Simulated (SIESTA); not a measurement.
Runs of SIESTA 5.4.2 on AlSn. It takes space group P-6m2 (No. 187, hexagonal). The conventional cell has a = 4.198 Å, b = 4.198 Å, c = 3.307 Å, α = 90.00°, β = 90.00°, γ = 120.00°. Around Sn (site symmetry -6m2) lie 6 Al at 2.93 Å and 2 Sn at 3.31 Å. Al (site symmetry -6m2) is surrounded by 6 Sn at 2.93 Å and 2 Al at 3.31 Å. The cell comes from a database or a generator and needn't be the stable form of this composition.

```tsv
task	level	potentials or basis	energy shift	gap on the mesh (eV)	pressure (GPa)	V0 of scaled cells (Å³/atom)	B0 (GPa)
equation of state	PBEsol	PseudoDojo 0.4 standard (PBEsol files), DZP (energy shift 0.003 Ry; two zetas on semicore shells)	0.003 Ry	-	-	24.49	(b)
band structure	PBE	PseudoDojo 0.4 standard (PBE files), DZP (energy shift 0.003 Ry; two zetas on semicore shells)	0.003 Ry	none	(a)	-	-
equation of state	PBE	PseudoDojo 0.4 standard (PBE files), DZP (energy shift 0.002 Ry; radii capped at 9.5 bohr)	0.002 Ry	-	-	25.61	48
single point	PBE	PseudoDojo 0.4 standard (PBE files), DZP (energy shift 0.002 Ry; radii capped at 9.5 bohr)	0.002 Ry	none	0.7	-	-
band structure	PBEsol	PseudoDojo 0.4 standard (PBEsol files), DZP (energy shift 0.003 Ry; two zetas on semicore shells)	0.003 Ry	none	-1.5	-	-
```

Alike in all rows: no spin polarisation; cell as given; k mesh 7 × 7 × 8; smearing fermi-dirac 0.05 eV; grid cutoff 500 Ry.

Problem. Fill in the values left out.

Solution. (a) 0.5; (b) 55.

Caveats: the basis of atomic orbitals isn't converged, which shifts pressures, moduli and gaps; the cell was scaled at fixed shape and fractional positions, which overstates the stiffness of a crystal with free parameters, most of all of layers and chains (some runs); semicore shells carry a single zeta, which can move pressures by several GPa and volumes by a few percent (some runs).

A k mesh can miss the band edges, and the runs leave out spin-orbit coupling on Sn.

A gap of «none» marks a metal or a gap under the smearing width.

Not every run made on this cell is shown here.
